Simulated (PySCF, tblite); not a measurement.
# B3H9N4Si, a small molecule taken as a stand-in for a surface group (BN ring, B site): NMR shifts, core binding energies and electronic excitations, part 2 of 2

tblite 0.8.0 and PySCF 2.14.0. Atoms count from 0, parts from 1. The steps go on from the part before.

## 5. Core-electron binding energies: SCAN, X2C

What the job is given:

```
{"job": {"kind": "xps", "holes": 5}, "charge": 0, "multiplicity": 1}
N      0.936992     1.360641     0.033526
B      2.300856     0.956611     0.036466
N      2.579409    -0.443089     0.027131
B      1.542159    -1.423801     0.015764
N      0.193960    -0.969029     0.013147
B     -0.160059     0.427427     0.022042
N     -1.528266     0.862349     0.019651
Si    -2.963423    -0.125242     0.008465
H      0.740714     2.352911     0.040229
H      3.192796     1.775183     0.046592
H      3.542178    -0.750525     0.029265
H      1.798360    -2.606762     0.008548
H     -0.531562    -1.674797     0.005099
H     -1.685022     1.863865     0.026343
H     -3.033732    -1.022565     1.204533
H     -3.024581    -1.008275    -1.198683
H     -4.142010     0.789894     0.009424
```

With the program's defaults for keys left out, this is: delta-SCF UKS SCAN, pcX-2 on the ionised atom, pcseg-1 elsewhere, spin-free X2C.

What it wrote:

```text
ground state, core basis on atom 0 (N), 192 functions
  cycle   1  E = -589.13815473  |g| = 7.76e-01
  cycle   2  E = -588.93700875  |g| = 1.20e+00
  cycle   3  E = -589.27024222  |g| = 9.12e-02
  cycle   4  E = -589.27226526  |g| = 4.35e-02
  cycle   5  E = -589.27274301  |g| = 1.55e-02
  cycle   6  E = -589.27278992  |g| = 6.03e-03
  cycle   7  E = -589.27279719  |g| = 1.04e-03
  cycle   8  E = -589.27279961  |g| = 4.98e-04
  E(ground) = -589.32410338 Eh
hole in N 1s of atom 0
  cycle   1  E = -573.70460690  |g| = 1.87e+00
  cycle   2  E = -573.07466059  |g| = 2.06e+00
  cycle   3  E = -574.34173994  |g| = 4.27e-01
  cycle   4  E = -574.37396784  |g| = 2.86e-01
  cycle   5  E = -574.41292717  |g| = 4.75e-02
  cycle   6  E = -574.41370811  |g| = 2.15e-02
  cycle   7  E = -574.41390628  |g| = 6.58e-03
  cycle   8  E = -574.41392508  |g| = 2.52e-03
  cycle   9  E = -574.41392702  |g| = 8.02e-04
  cycle  10  E = -574.41392836  |g| = 4.10e-04
  E(ion) = -574.46321982 Eh   <S^2> = 0.7637   hole on atom = 1.000   binding energy = 404.385 eV
ground state, core basis on atom 1 (B), 192 functions
  cycle   1  E = -589.25546973  |g| = 5.01e-02
  cycle   2  E = -589.25540771  |g| = 2.94e-02
  cycle   3  E = -589.25556093  |g| = 1.61e-02
  cycle   4  E = -589.25562506  |g| = 3.47e-03
  cycle   5  E = -589.25562701  |g| = 5.54e-04
  cycle   6  E = -589.25562735  |g| = 2.33e-04
  E(ground) = -589.30951611 Eh
hole in B 1s of atom 1
  cycle   1  E = -581.65620944  |g| = 1.17e+00
  cycle   2  E = -579.71237223  |g| = 1.91e+00
  cycle   3  E = -581.83509879  |g| = 6.39e-01
  cycle   4  E = -582.02511268  |g| = 2.93e-01
  cycle   5  E = -582.06071990  |g| = 1.28e-01
  cycle   6  E = -582.06696478  |g| = 6.50e-02
  cycle   7  E = -582.06910075  |g| = 2.03e-02
  cycle   8  E = -582.06933840  |g| = 1.16e-02
  cycle   9  E = -582.06943806  |g| = 5.30e-03
  cycle  10  E = -582.06947908  |g| = 4.04e-03
  cycle  11  E = -582.06949625  |g| = 2.25e-03
  cycle  12  E = -582.06950049  |g| = 1.06e-03
  cycle  13  E = -582.06950152  |g| = 3.39e-04
  E(ion) = -582.12390361 Eh   <S^2> = 0.8061   hole on atom = 1.000   binding energy = 195.530 eV
ground state, core basis on atom 4 (N), 192 functions
  cycle   1  E = -589.27291418  |g| = 7.19e-02
  cycle   2  E = -589.27290120  |g| = 1.44e-02
  cycle   3  E = -589.27284411  |g| = 2.17e-02
  cycle   4  E = -589.27294721  |g| = 2.29e-03
  cycle   5  E = -589.27294656  |g| = 2.30e-04
  E(ground) = -589.32402036 Eh
hole in N 1s of atom 4
  cycle   1  E = -573.70445365  |g| = 1.87e+00
  cycle   2  E = -573.00257427  |g| = 2.09e+00
  cycle   3  E = -574.33752791  |g| = 4.33e-01
  cycle   4  E = -574.37233776  |g| = 2.92e-01
  cycle   5  E = -574.41275174  |g| = 5.60e-02
  cycle   6  E = -574.41389542  |g| = 2.27e-02
  cycle   7  E = -574.41411521  |g| = 6.72e-03
  cycle   8  E = -574.41413383  |g| = 2.84e-03
  cycle   9  E = -574.41413797  |g| = 7.76e-04
  cycle  10  E = -574.41413855  |g| = 2.61e-04
  E(ion) = -574.46333099 Eh   <S^2> = 0.7642   hole on atom = 1.000   binding energy = 404.380 eV
ground state, core basis on atom 5 (B), 192 functions
  cycle   1  E = -589.25720457  |g| = 5.14e-02
  cycle   2  E = -589.25715089  |g| = 3.13e-02
  cycle   3  E = -589.25733014  |g| = 1.52e-02
  cycle   4  E = -589.25738538  |g| = 4.00e-03
  cycle   5  E = -589.25738984  |g| = 6.56e-04
  cycle   6  E = -589.25739120  |g| = 1.88e-04
  E(ground) = -589.31137027 Eh
hole in B 1s of atom 5
  cycle   1  E = -581.63848609  |g| = 1.19e+00
  cycle   2  E = -580.33809889  |g| = 1.90e+00
  cycle   3  E = -581.92384819  |g| = 4.85e-01
  cycle   4  E = -581.99532736  |g| = 3.37e-01
  cycle   5  E = -582.04733652  |g| = 8.92e-02
  cycle   6  E = -582.05053228  |g| = 3.75e-02
  cycle   7  E = -582.05114626  |g| = 1.49e-02
  cycle   8  E = -582.05126573  |g| = 4.93e-03
  cycle   9  E = -582.05128798  |g| = 2.65e-03
  cycle  10  E = -582.05129588  |g| = 1.70e-03
  cycle  11  E = -582.05129870  |g| = 5.88e-04
  cycle  12  E = -582.05129871  |g| = 3.44e-04
  E(ion) = -582.10491607 Eh   <S^2> = 0.7824   hole on atom = 1.000   binding energy = 196.098 eV
ground state, core basis on atom 6 (N), 192 functions
  cycle   1  E = -589.27489602  |g| = 7.20e-02
  cycle   2  E = -589.27491045  |g| = 8.04e-03
  cycle   3  E = -589.27489623  |g| = 1.10e-02
  cycle   4  E = -589.27492697  |g| = 2.44e-03
  cycle   5  E = -589.27492751  |g| = 2.15e-04
  E(ground) = -589.32610597 Eh
hole in N 1s of atom 6
  cycle   1  E = -573.70530988  |g| = 1.87e+00
  cycle   2  E = -572.18167669  |g| = 2.33e+00
  cycle   3  E = -574.18169675  |g| = 6.85e-01
  cycle   4  E = -574.35000569  |g| = 3.81e-01
  cycle   5  E = -574.41305815  |g| = 1.21e-01
  cycle   6  E = -574.41908644  |g| = 4.04e-02
  cycle   7  E = -574.41979928  |g| = 1.31e-02
  cycle   8  E = -574.41987543  |g| = 5.09e-03
  cycle   9  E = -574.41989152  |g| = 1.76e-03
  cycle  10  E = -574.41989385  |g| = 8.27e-04
  cycle  11  E = -574.41989402  |g| = 3.47e-04
  E(ion) = -574.46821577 Eh   <S^2> = 0.7647   hole on atom = 1.000   binding energy = 404.304 eV
```

Wall time 37 s (1 thread of Intel Xeon 6975P-C, shared host); peak memory 0.77 GiB.

The holes in one table. −ε is the ground-state orbital energy:

```tsv
hole	stands for	environment	ΔSCF (eV)	−ε (eV)	⟨S²⟩
N1s on N0	N0	nitrogen bonded to 2 B, H	404.39	385.5	0.764
B1s on B1	B1	boron bonded to 2 N, H	195.53	179.9	0.806
N1s on N4	N4	nitrogen bonded to 2 B, H	404.38	385.5	0.764
B1s on B5	B5	boron bonded to 3 N	196.10	180.4	0.782
N1s on N6	N6	nitrogen bonded to B, Si, H	404.30	385.5	0.765
```

## 6. Excited states and response: CAM-B3LYP/def2-SVPD

Settings changed since step 5:

```diff
@@ -1,2 +1,2 @@
-{"job": {"kind": "xps", "holes": 5}, "charge": 0, "multiplicity": 1}
+{"job": {"kind": "uv", "xc": "CAM-B3LYP", "basis": "def2-SVPD", "nstates": 6, "ntriplets": 2, "ip": true}, "charge": 0, "multiplicity": 1}
 N      0.936992     1.360641     0.033526
```

Method: TDDFT CAM-B3LYP/def2-SVPD, vertical, gas phase, core orbitals frozen in the response.

What it wrote:

```text
coarse grid: 14712 points
cycle   1  E = -588.1840575144  dE =  1.075e+00  |g| = 6.423e-01  |ddm| = 9.872e+00
cycle   2  E = -588.1847293643  dE = -6.718e-04  |g| = 6.800e-01  |ddm| = 2.253e+00
cycle   3  E = -588.2827636538  dE = -9.803e-02  |g| = 4.279e-02  |ddm| = 1.274e+00
cycle   4  E = -588.2832863719  dE = -5.227e-04  |g| = 1.703e-02  |ddm| = 2.345e-01
cycle   5  E = -588.2833608210  dE = -7.445e-05  |g| = 5.286e-03  |ddm| = 6.814e-02
cycle   6  E = -588.2833665784  dE = -5.757e-06  |g| = 1.811e-03  |ddm| = 1.368e-02
final grid: 137872 points
cycle   7  E = -588.3581799632  dE = -3.250e-05  |g| = 6.338e-03  |ddm| = 3.173e-01
cycle   8  E = -588.3581781384  dE =  1.825e-06  |g| = 7.223e-03  |ddm| = 3.390e-02
cycle   9  E = -588.3581885988  dE = -1.046e-05  |g| = 2.942e-04  |ddm| = 1.216e-02
cycle  10  E = -588.3581886166  dE = -1.775e-08  |g| = 1.840e-04  |ddm| = 1.820e-03
cycle  11  E = -588.3581886247  dE = -8.116e-09  |g| = 5.194e-05  |ddm| = 6.936e-04
cycle  12  E = -588.3581886253  dE = -6.378e-10  |g| = 9.987e-06  |ddm| = 1.259e-04
converged SCF energy = -588.3581886253

Static polarisability (au): isotropic 95.476, principal 69.882 96.921 119.625

Singlet excitations
state   eV       nm        f      main configurations
  1   6.2617    198.0   0.00074   H->L 0.86
  2   6.7969    182.4   0.02458   H->L+3 0.76, H-2->L+3 0.11, H-1->L+5 0.08
  3   7.1574    173.2   0.00000   H-1->L 0.43, H->L+4 0.17, H->L+1 0.16
  4   7.2078    172.0   0.00066   H->L+1 0.42, H->L+2 0.18, H-2->L 0.16
  5   7.4150    167.2   0.43889   H->L+5 0.91
  6   7.4484    166.5   0.00256   H->L+6 0.66, H->L+4 0.11

Triplet excitations (Tamm-Dancoff, eV): 6.0621 6.2994
Vertical ionisation energy (delta-SCF) = 9.1950 eV
```

It took 2.4 min on 1 thread of Intel Xeon 6975P-C, shared host; peak memory 1.3 GiB.

The orbitals next to the gap, with their largest atomic shares:

```tsv
orbital	eV	atoms
HOMO−3	-10.45	B1 18 %, B3 18 %, H9 16 %
HOMO−2	-9.93	N2 30 %, N6 18 %, Si7 10 %
HOMO−1	-9.50	N4 38 %, N0 31 %, B1 8 %
HOMO	-8.56	N6 33 %, N2 17 %, N0 13 %
LUMO	0.68	B5 28 %, Si7 17 %, B1 10 %
LUMO+1	1.30	B3 33 %, Si7 11 %, H10 8 %
LUMO+2	1.39	B1 32 %, Si7 26 %, H10 6 %
```

With each of the 6 states as a Gaussian band of 0.4 eV half-width at 1/e, the curve within the window shown has maxima at 167 nm (ε 18,000) L/(mol cm). Beyond the last state computed it falls off for lack of states. The curve at chosen wavelengths:

(nm, ε (L/mol/cm)): (160, 8938), (162, 12580), (165, 16879), (167, 17971), (169, 17369), (172, 14036), (174, 11094), (176, 8260), (179, 4921), (181, 3412), (183, 2382), (186, 1441), (188, 1053), (190, 774), (192, 566), (195, 343), (197, 241), (199, 166), (202, 94), (204, 64), (206, 43), (209, 24), (211, 17), (213, 11), (216, 6), (218, 4)

Ground-state properties from the same run:

```tsv
property	computed
dipole moment (D)	1.22
polarisability (Å³)	14.15
HOMO–LUMO gap (eV)	9.25
−ε(HOMO) (eV)	8.57
```

## 7. What came out

What follows sums up all 2 parts.

```
                                                              quantity                                               value
                                                           point group                                                  Cs
                                  rotational constants (main isotopes)                                4.41, 0.94, 0.78 GHz
1H shifts against TMS (PBE0/pcSseg-1, means over atoms taken as alike)  5.19, 4.78, 4.73, 4.65, 4.61, 4.57, 4.24, 1.19 ppm
                                15N shifts against NH3 (PBE0/pcSseg-1)                       138.3, 125.4, 122.0, 40.8 ppm
                           11B shifts against BF3·OEt2 (PBE0/pcSseg-1)                                28.0, 27.9, 23.0 ppm
                               29Si shifts against TMS (PBE0/pcSseg-1)                                           -58.1 ppm
          N1s binding energies, SCAN/pcX-2 (standing for 3 of 4 atoms)                  N0 404.39, N4 404.38, N6 404.30 eV
          B1s binding energies, SCAN/pcX-2 (standing for 2 of 3 atoms)                             B5 196.10, B1 195.53 eV
                                  lowest singlet (CAM-B3LYP/def2-SVPD)                         6.26 eV (198 nm), f = 0.001
                              brightest single state of those computed                         state 5, 7.42 eV, f = 0.439
                                                        lowest triplet                                             6.06 eV
                                     vertical ionisation energy (ΔSCF)                                             9.20 eV
```

Over 5 steps the energy fell by 0.233 eV; of the close pairs, N2–B3 changed most, 1.378 to 1.428 Å (PBE0/def2-SVP). No frequency check was run at this level, so the end point may be a saddle. At PBE0/pcSseg-1: The largest span, 243 ppm, is at N2, where the paramagnetic term is -196 ppm. N0 (nitrogen bonded to 2 B, H) binds its N1s electron 0.08 eV more tightly than N6 (nitrogen bonded to B, Si, H). Only 3 of the 4 N atoms are covered by sound results. The B1s levels kept as sound span 0.57 eV, from B1 (boron bonded to 2 N, H) up to B5 (boron bonded to 3 N). Only 2 of the 3 B atoms are covered by sound results. The lowest singlet, at 6.26 eV, is HOMO→LUMO 0.86 and is dark; of the 6 states computed, the strongest absorption comes from state 5 at 7.42 eV. The lowest triplet lies 0.20 eV below the lowest singlet (triplets in Tamm-Dancoff, singlets in full TDDFT). The orbital energy would give 8.57 eV for ionisation, ΔSCF gives 9.20 eV. A capped cluster stands for the solid here, so long-range fields and strain are missing, and bands or shifts of the capping hydrogens have no counterpart in it.
